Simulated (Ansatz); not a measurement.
# BFGaH₃: up Jacob's ladder to CCSD(T)

An exercise on one series of results from a longer session: the logs are not shown, and one member is left open.

Program: Ansatz 0.2.0, Gaussian basis. Level of theory: functionals in def2-TZVPP, the program's frozen cores in correlated methods. These are calculated values, not measurements.

Levels to be run: LDA (SPW92), PBE-D4, revPBE-D4, BLYP-D4, r2SCAN-D4, B97M-V, PBE0-D4, B3LYP-D4, r2SCANh-D4, r2SCAN0-D4, HSE06-D4, BHLYP-D4, CAM-B3LYP-D4, LC-ωPBE, ωB97X-V, ωB97M-V, B2PLYP, PBE-QIDH; CCSD(T)/def2-SVP; CCSD(T)/def2-TZVPP; MP2/def2-QZVPP; extrapolation to the limit; RPA on PBE.

## The relaxed structure

An earlier PBE0-D4 in a triple-zeta def2 set relaxation fixed the geometry.

SMILES `[BH2][GaH][F]`, 6 atoms, charge 0, spin multiplicity 1.

Atoms are counted from 1 here; the program's logs count them from 0.

Bond lengths: B1–Ga2 2.080 Å, B1–H4 1.196 Å, B1–H5 1.196 Å, Ga2–F3 1.771 Å, Ga2–H6 1.565 Å. Angles: Ga2–B1–H4 121.5°, Ga2–B1–H5 121.5°, H4–B1–H5 117.0°, B1–Ga2–F3 113.0°, B1–Ga2–H6 135.5°, F3–Ga2–H6 111.6°.

The first run:

Input file in.yaml:

```yaml
crystal:
  periodic: [false, false, false]
  atoms:
    - {symbol: B, position_ang: [-0.739223, 0.444678, -0.733500]}
    - {symbol: Ga, position_ang: [0.623620, -0.247761, 0.676448]}
    - {symbol: F, position_ang: [1.146533, -1.912032, 0.373115]}
    - {symbol: H, position_ang: [-1.917411, 0.307059, -0.583882]}
    - {symbol: H, position_ang: [-0.379439, 0.997716, -1.730597]}
    - {symbol: H, position_ang: [1.307918, 0.346338, 1.952316]}
basis:
  gaussian: {orbitals: def2-TZVPP}
hamiltonian: {xc: lda}
output: {orbitals: {seedname: orbitals}}
```

On the command line:

```console
> ansatz run in.yaml --threads 2 --pin off --events-out ev --progress --plain --max-ram 4352MiB
```

Steps of the session up to this table: LDA; PBE-D4 (GGA); revPBE-D4 (GGA); BLYP-D4 (GGA); r2SCAN-D4 (meta-GGA); B97M-V (meta-GGA); B3LYP-D4 (hybrid); r2SCANh-D4 (hybrid); r2SCAN0-D4 (hybrid); HSE06-D4 (hybrid); BHLYP-D4 (hybrid); CAM-B3LYP-D4 (range-separated); LC-ωPBE (range-separated); ωB97X-V (range-separated); ωB97M-V (range-separated); B2PLYP (double hybrid); PBE-QIDH (double hybrid).

One table of the session follows, with a row left open; its other results are not shown here.

| functional | HOMO (eV) | LUMO (eV) | gap (eV) |
| --- | --- | --- | --- |
| LDA (SPW92) | -6.89 | -4.09 | 2.80 |
| PBE-D4 | -6.77 | -3.78 | 2.99 |
| revPBE-D4 | -6.72 | -3.65 | 3.07 |
| BLYP-D4 | -6.68 | -3.62 | 3.06 |
| r2SCAN-D4 | -7.06 | -3.40 | 3.66 |
| B97M-V | -7.14 | -3.51 | 3.64 |
| PBE0-D4 | -8.02 | -2.75 | 5.28 |
| B3LYP-D4 | -7.84 | -2.97 | 4.86 |
| r2SCANh-D4 | -7.52 | -3.05 | 4.47 |
| r2SCAN0-D4 | -8.21 | -2.54 | 5.67 |
| HSE06-D4 | ? | ? | ? |
| BHLYP-D4 | -9.18 | -1.69 | 7.49 |
| CAM-B3LYP-D4 | -9.38 | -1.63 | 7.75 |
| LC-ωPBE | -10.71 | -0.37 | 10.33 |
| ωB97X-V | -10.35 | -0.49 | 9.86 |
| ωB97M-V | -10.18 | -0.77 | 9.41 |

Estimate the missing values for HSE06-D4.

The run gave: HOMO (eV): -7.62; LUMO (eV): -3.13; gap (eV): 4.49. In the column «HOMO (eV)» it lies between B3LYP-D4 (-7.84) and r2SCANh-D4 (-7.52).
